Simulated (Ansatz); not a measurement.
# H2 on Pt (111)

The task, for Pt: adsorb H2 from several starts and take the binding apart.

The COD entry's cell or inner coordinates are ideal or old and differ from later refinements, so a difference from it is no clean test against experiment.

Program: Ansatz 0.2.0. Level of theory: DFT PBE+D3(BJ), scalar-relativistic, plane waves, PAW. These are calculated values, not measurements.

2 further runs of the same task are left out: 2 set aside as unsound or not needed.

## 1. The structure to begin with

The structure is trigonal, space group P-3m1 (No. 164). Conventional cell: a = 2.778 Å, b = 2.778 Å, c = 20.536 Å, α = 90.00°, β = 90.00°, γ = 120.00°. Around Pt (site symmetry 3m) lie 9 Pt at 2.78 to 2.80 Å. Pt (site symmetry -3m) is surrounded by 12 Pt at 2.78 to 2.80 Å.

Structure file:

```cif
data_structure
_symmetry_space_group_name_H-M 'P-3m1'
_symmetry_Int_Tables_number 164
_cell_length_a 2.7779
_cell_length_b 2.7779
_cell_length_c 20.5362
_cell_angle_alpha 90.000
_cell_angle_beta 90.000
_cell_angle_gamma 120.000
_cell_volume 137.24
loop_
_atom_site_label
_atom_site_type_symbol
_atom_site_symmetry_multiplicity
_atom_site_Wyckoff_symbol
_atom_site_fract_x
_atom_site_fract_y
_atom_site_fract_z
_atom_site_occupancy
Pt1 Pt 2 d 0.66667 0.33333 0.88799 1
Pt2 Pt 1 a 0.00000 0.00000 0.00000 1
```

Miller indices refer to the conventional cell of the relaxed bulk, Fm-3m (No. 225): a = 3.928 Å, b = 3.928 Å, c = 3.928 Å, α = 90.00°, β = 90.00°, γ = 90.00°.

It is a (111) slab, 4.5 Å thick as cut, with 16 Å of vacuum, in a 2×2 surface cell; its outer planes are Pt (top) and Pt (bottom). An earlier relaxation, lower half held, gave -150277.1769 eV, work function 5.67 eV.

## 2. H2, upright, over a hollow (nearest Pt) site

The input, input.yaml:

```yaml
crystal:
  lattice:
    - [5.5557316924, 0.0, 0.0]
    - [-2.7778658462, 4.8114047822, 0.0]
    - [0.0, 0.0, 23.2862359314]
  atoms:
    - { symbol: Pt, position: [0.3333333333, 0.1666666667, 0.343550586] }
    - { symbol: Pt, position: [0.3333333333, 0.6666666667, 0.343550586] }
    - { symbol: Pt, position: [0.8333333333, 0.1666666667, 0.343550586] }
    - { symbol: Pt, position: [0.8333333333, 0.6666666667, 0.343550586] }
    - { symbol: Pt, position: [0.6666666667, 0.3333333333, 0.4423415346] }
    - { symbol: Pt, position: [0.6666666667, 0.8333333333, 0.4423415346] }
    - { symbol: Pt, position: [0.1666666667, 0.3333333333, 0.4423415346] }
    - { symbol: Pt, position: [0.1666666667, 0.8333333333, 0.4423415346] }
    - { symbol: Pt, position: [0.0, 0.5, 0.5411107745] }
    - { symbol: Pt, position: [0.0, 0.0, 0.5411107745] }
    - { symbol: Pt, position: [0.5, 0.5, 0.5411107745] }
    - { symbol: Pt, position: [0.5, 0.0, 0.5411107745] }
    - { symbol: H, position: [0.6666666667, 0.8333333333, 0.6381638151] }
    - { symbol: H, position: [0.6666666667, 0.8333333333, 0.6703716825] }
basis:
  ecutwfc: 420
kpoints:
  mp_grid: { grid: [4, 4, 1] }
hamiltonian:
  xc: pbe
  dispersion: d3bj
scf:
  occupations: { method: gaussian, width: 0.1 }
output:
  forces: true
  eigenvalues: true
relax:
  adjacent_minimum: "off"
  f_tol: 0.04
  max_steps: 100
  constraints: [{ sites: [0, 1, 2, 3] }]
efield:
  axis: 3
  dipole_correction: true
  ramp_width: 0.04
```

The run is started by

```bash
ansatz run input.yaml --threads 4 --pin off --max-ram 10240MiB --backend cpu --events-out ev --progress --plain --runs-dir out
```

Further runs follow: H2, tilted, over a top (Pt) site; the lowest end once more, with its density; the slab alone, frozen as in the lowest end; the molecules alone, frozen as adsorbed.

Q: Predict the outcome of this session. Wanted: H2: lowest end; interaction of the frozen parts; electrons moved above the midplane.

The runs gave:

| quantity | value |
| --- | --- |
| H2: lowest end | E_ads -0.11 eV, tilted start over top Pt |
| interaction of the frozen parts | -0.11 eV a cell |
| cost of deforming the slab | 0.01 eV |
| cost of deforming and crowding the molecules | 0.00 eV |
| electrons moved above the midplane | -0.010 |

H2 binds with 0.11 eV a molecule at best, which is physisorption. In all 0.05 electrons are rearranged, and 0.01 cross the midplane towards the slab. These runs have no spin-orbit coupling; with Pt it would split and shift bands.
